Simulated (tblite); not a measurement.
# B15H14P15: the cost of one run

Computed with tblite 0.8.0 and PySCF 2.14.0 and routines of our own; the level stands in each step. Atoms count from 0.

## 1. The system as given

44 atoms, charge 0, multiplicity 1; geometry from: force field, distance geometry or constructed start.

## 2. Relaxing the molecule with GFN2-xTB

Job settings and geometry (Å):

```
{"job": {"kind": "relax", "xc": "GFN2-xTB", "basis": "xTB"}, "charge": 0, "multiplicity": 1}
P     -1.596900     0.933400    -0.001600
B     -3.215800     1.867800    -0.006900
P     -4.818200     0.932900     0.001000
B     -4.824100    -0.920400    -0.006200
P     -3.213600    -1.856000     0.003400
B     -1.605100    -0.925300    -0.002600
P      3.230800     3.726900    -0.003300
B      1.623300     4.657900     0.001500
P      0.011800     3.723100    -0.000400
B      0.006300     1.864400     0.001600
P      1.617800     0.934000    -0.002100
B      3.228200     1.863200    -0.000000
P      4.838100     0.935900     0.005000
B      1.622100    -0.925400    -0.002700
P      3.228500    -1.849700     0.000200
B      4.839600    -0.924200     0.006300
P     -6.433800    -1.852900     0.000900
B     -6.435300    -3.718200    -0.001000
P     -4.824000    -4.643000     0.002500
B     -3.209800    -3.713900     0.002700
P      0.006800    -1.851000     0.001500
B      0.008200    -3.713300    -0.000200
P      1.623300    -4.640200     0.006600
B      3.226500    -3.719100    -0.001500
B     -1.601300     4.657800     0.000900
P     -3.218700     3.724300     0.002500
P      6.453000     3.727500    -0.000700
B      4.840900     4.655800     0.001200
B      6.452900     1.865600    -0.002000
P     -1.600700    -4.644400     0.003400
H     -6.032200     1.635800    -0.001100
H      1.618000     5.826500     0.000200
H      5.853700    -1.509700    -0.001900
H     -7.644500    -1.156100     0.003700
H     -7.446200    -4.298000    -0.003300
H     -4.822900    -6.042600    -0.002900
H      1.619100    -6.044700    -0.004100
H      4.244800    -4.297300    -0.002600
H     -1.600700     5.821300    -0.000100
H     -4.429800     4.428600     0.001200
H      7.664600     4.422900     0.003800
H      4.847400     5.819600     0.003700
H      7.470400     1.281200    -0.003600
H     -1.599200    -6.045300    -0.001800
```

The run is started by

```sh
> OMP_NUM_THREADS=4 python large_run.py task.json out
```

This one command runs all jobs of the session in turn.

Q: Estimate the wall time and peak memory of this first job on 4 threads of Arm Neoverse N1, shared host.

About 15 s, with a peak of 0.16 GiB.
